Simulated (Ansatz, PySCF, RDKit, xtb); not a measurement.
# Which structure has the formula C2H4Ga?

Task: start from the formula C2H4Ga (odd number of electrons), draw up candidate structures, narrow them down in stages, and characterise the one that lies lowest at 298.15 K.

The funnel: GFN2-xTB relaxations, single points with a density functional, relaxations at PBE0-D3(BJ)/def2-SVP, harmonic vibrations, and a last energy at a higher level. All values are calculated.

3 further runs of the same task are left out: 3 set aside as unsound or not needed.

**1. Possible bonding patterns**

All bonding patterns within simple valence rules are listed by program: one Lewis structure each, at most two rings and one unusual centre or charged pair. O–O, O–halogen and N–halogen bonds and N–N–N chains are not drawn. That gives 12 candidates.

| label | SMILES | spin |
| --- | --- | --- |
| c069 | [CH][GaH][CH2] | doublet |
| c232 | [CH]1[CH2][GaH]1 | doublet |
| c248 | [CH2]1[CH2][Ga]1 | doublet |
| c282 | [CH][Ga][CH3] | doublet |
| c289 | C=[CH][GaH] | doublet |
| c352 | C[C][GaH] | doublet |
| c437 | [CH2][CH2][Ga] | doublet |
| c592 | [CH][CH2][GaH] | doublet |
| c638 | C=[C][GaH2] | doublet |
| c823 | [CH]=[CH][GaH2] | doublet |
| c847 | C[CH][Ga] | doublet |
| c848 | [CH2][Ga+][CH2-] | doublet |

Candidates are built by distance geometry, with a force field where one applies, in up to four conformers (letters a to d). 6 starts with atoms placed at random are added, to find patterns that the rules miss.

**Question.** With final energies at CCSD(T)/def2-SVP + MP2/def2-TZVPP - MP2/def2-SVP, which structure will this search put lowest in free energy, and by what margin?

| quantity | value |
| --- | --- |
| lowest structure found | [CH2]1[CH2][Ga]1, doublet, C2v |
| next finalist | C=[CH][GaH], doublet, 9.4 kcal/mol higher in G |
| share at equilibrium, among the finalists | 100.0 % |
| harmonic wavenumbers, lowest and highest (PBE0-D3(BJ)/def2-SVP) | 215 and 3266 cm⁻¹ |
| rotational constants, same geometry | 0.7773, 0.1584, 0.1391 cm⁻¹ |
| dipole moment (PBE0/def2-TZVPD) | 0.52 D |
| HOMO energy (highest over α and β) (PBE0/def2-TZVPD) | -4.52 eV |
| LUMO energy (lowest over α and β) (PBE0/def2-TZVPD) | -1.87 eV |
| lowest excitation (TD-B3LYP/def2-SVPD) | 1.40 eV (f = 0.000) |
| strongest of the states computed, same level | 3.43 eV (f = 0.130) |
| vertical ionisation energy (to the singlet cation) | 6.53 eV |
| vertical electron affinity | 0.17 eV |
| vertical quartet less doublet | +2.71 eV |

The lowest structure found is `[CH2]1[CH2][Ga]1`. Among the finalists first place is clear (9.4 kcal/mol); structures outside the list aren't covered. GFN2-xTB, r2SCAN-D4/def2-SVP, PBE0-D3(BJ)/def2-SVP and MP2/def2-SVP already put its bonding pattern lowest among the structures in one piece; HF/STO-3G and HF/def2-SVP favour the doublet C[CH][Ga]. The stability test raises a flag; for an open shell a flag towards a general spinor solution can be the free rotation of the spin. Lowest found is not proven lowest: the search is finite, and each finalist counts with one conformer. Patterns outside the rules of the enumeration were met only by chance.
